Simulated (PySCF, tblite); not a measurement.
**C3H15NSSi3: geometry, infrared bands and NMR shifts**

Wanted: the infrared bands and NMR shifts of C3H15NSSi3 (`C[C@@H]([SiH3])[Si@@](N)(S)C[SiH3]`), by calculation.

Computed with tblite 0.8.0 and PySCF 2.14.0, with density-fitted response routines of our own, on a single molecule in the gas phase. Atoms are numbered from 0 throughout.

### 1 The molecule as given

23 atoms, charge 0, multiplicity 1; geometry from: force field or distance geometry start.

Bonds of the start (Å): C0–C1 1.52, C1–Si2 1.89, C1–Si3 1.88, Si3–N4 1.70, Si3–S5 2.15, Si3–C6 1.85, C6–Si7 1.85, C0–H8 1.10, C0–H9 1.10, C0–H10 1.10, C1–H11 1.11, Si2–H12 1.47, Si2–H13 1.49, Si2–H14 1.48, N4–H15 1.02, N4–H16 1.02, S5–H17 1.34, C6–H18 1.09, C6–H19 1.09, Si7–H20 1.49, Si7–H21 1.48, Si7–H22 1.48.

### 2 Relaxing the molecule with GFN2-xTB

Job settings and geometry (Å):

```
{"job": {"kind": "relax", "xc": "GFN2-xTB", "basis": "xTB"}, "charge": 0, "multiplicity": 1}
C     -2.348400     0.166800     0.967100
C     -0.919500    -0.298900     0.714600
Si    -0.790200    -2.154100     0.371300
Si     0.001100     0.565600    -0.672700
N     -0.876500     0.434600    -2.119900
S     -0.148700     2.686200    -0.368600
C      1.762200     0.117700    -0.993200
Si     2.769100     0.286400     0.552700
H     -2.384200     1.228600     1.235800
H     -2.998600     0.029300     0.090600
H     -2.820500    -0.385300     1.793800
H     -0.366200    -0.128500     1.656400
H      0.606900    -2.570700     0.185700
H     -1.615700    -2.546100    -0.805400
H     -1.321700    -2.879500     1.549000
H     -0.410900     0.999700    -2.825800
H     -1.779600     0.892900    -2.001700
H      0.461500     2.734400     0.828800
H      1.838200    -0.905400    -1.366200
H      2.182000     0.762900    -1.764400
H      2.244900    -0.610000     1.616300
H      2.727700     1.672300     1.073700
H      4.182300    -0.071900     0.292200
```

Started as:

```bash
OMP_NUM_THREADS=1 python probes_run.py task.json out
```

One launch serves the whole session: the jobs run in the order shown.

**Question.** This job is followed by: GFN2-xTB harmonic vibrations, gas phase; GIAO PBE0/pcSseg-1 NMR shielding, non-relativistic, gas phase. Predict these results of the whole session: strongest single infrared mode (GFN2-xTB); zero-point energy (GFN2-xTB); ¹³C shifts against TMS (PBE0/pcSseg-1); ¹H shifts against TMS (PBE0/pcSseg-1, means over atoms taken as alike); ²⁹Si shifts against TMS (PBE0/pcSseg-1); ¹⁵N shifts against NH3 (PBE0/pcSseg-1); ³³S shifts against CS2 (PBE0/pcSseg-1).

**Answer**, as computed:

```
                                                              quantity                                                value
                             strongest single infrared mode (GFN2-xTB)                                2229 cm⁻¹, 473 km/mol
                                          zero-point energy (GFN2-xTB)                                       103.4 kcal/mol
                                ¹³C shifts against TMS (PBE0/pcSseg-1)                                  12.5, 8.6, -1.1 ppm
¹H shifts against TMS (PBE0/pcSseg-1, means over atoms taken as alike)  3.90, 3.89, 1.36, 0.69, 0.14, 0.11, 0.09, -0.07 ppm
                               ²⁹Si shifts against TMS (PBE0/pcSseg-1)                               17.6, -68.3, -78.2 ppm
                                ¹⁵N shifts against NH3 (PBE0/pcSseg-1)                                             28.0 ppm
                                ³³S shifts against CS2 (PBE0/pcSseg-1)                                             -216 ppm
```

What this shows: Over 61 steps the energy fell by 0.384 eV; of the close pairs, Si3–C6 changed most, 1.845 to 1.896 Å. No mode is imaginary among the 63: a minimum at this level. GFN2-xTB is a fitted tight-binding method: band positions and strengths are rough. Its intensities can rank the bands wrongly. At PBE0/pcSseg-1: The largest span, 248 ppm, is at S5, where the paramagnetic term is -340 ppm.
